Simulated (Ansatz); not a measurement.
Run this with Ansatz 0.2.0, Python API and show what comes out.

`torsion.py`:
```python
"""Rigid torsion scan of C2H5GeNO."""

from dataclasses import dataclass

import ansatz as az
from ase import Atoms


@dataclass
class Settings:
    basis_set: str = "def2-SVP"
    xc: str = "hf"
    force_tol: float = 0.02


opts = Settings()

atoms = Atoms(["C", "O", "Ge", "C", "N", "H", "H", "H", "H", "H"], positions=[
    [-1.0809, 1.129, 0.5463],
    [-0.7812, 0.3503, -0.5492],
    [0.6428, -0.5917, -0.0779],
    [1.268, -1.7103, -1.4979],
    [1.5125, -2.4172, -2.3859],
    [-0.3155, 1.9094, 0.7736],
    [-1.3701, 0.5698, 1.4324],
    [-1.986, 1.7822, 0.246],
    [1.8455, 0.3885, 0.3152],
    [0.3481, -1.461, 1.2004],
])

# relax first, so that the scan starts from a minimum
first = (
    az.Crystal.molecule_from_ase(atoms).calculation()
    .basis(gaussian=opts.basis_set)  # atom-centred Gaussian functions
    .functional(opts.xc)
    .relax(force_tolerance=opts.force_tol, max_steps=80)
)
atoms.positions = first.run(threads=1).report["positions_ang"]

start = atoms.get_dihedral(3, 2, 1, 0)
energies = {}
for turn in range(0, 360, 40):
    turned = atoms.copy()
    turned.set_dihedral(3, 2, 1, 0, start + turn, indices=[0, 1, 5, 6, 7])
    calculation = (
        az.Crystal.molecule_from_ase(turned).calculation()
        .basis(gaussian=opts.basis_set)  # atom-centred Gaussian functions
        .functional(opts.xc)
    )
    energies[round((start + turn) % 360)] = calculation.run(threads=1).report["free_energy_ev"]
floor = min(energies.values())
print("dihedral C3-Ge2-O1-C0 (deg)   E - E(min) (kcal/mol)")
for angle, e in sorted(energies.items()):
    print(f"{angle:8d} {23.060548 * (e - floor):14.3f}  " + "#" * int(30 * (e - floor) / max(max(energies.values()) - floor, 1e-9)))
```

```console
$ python torsion.py
dihedral C3-Ge2-O1-C0 (deg)   E - E(min) (kcal/mol)
      20          0.759  ##################
      60          0.000
     100          0.817  ###################
     140          1.246  #############################
     180          0.975  #######################
     220          1.247  ##############################
     260          0.810  ###################
     300          0.000
     340          0.766  ##################
```

The scan is rigid and the energies are electronic, in a modest basis. With rigid groups the curve can differ much from the relaxed path, the start wasn't checked as a minimum of this torsion, and equivalent turns needn't return to the same energy. It ran for 86 s on 1 thread of Intel(R) Xeon(R) Platinum 8259CL CPU @ 2.50GHz (Skylake/Cascade Lake), on a shared host, peak memory 0.34 GiB.
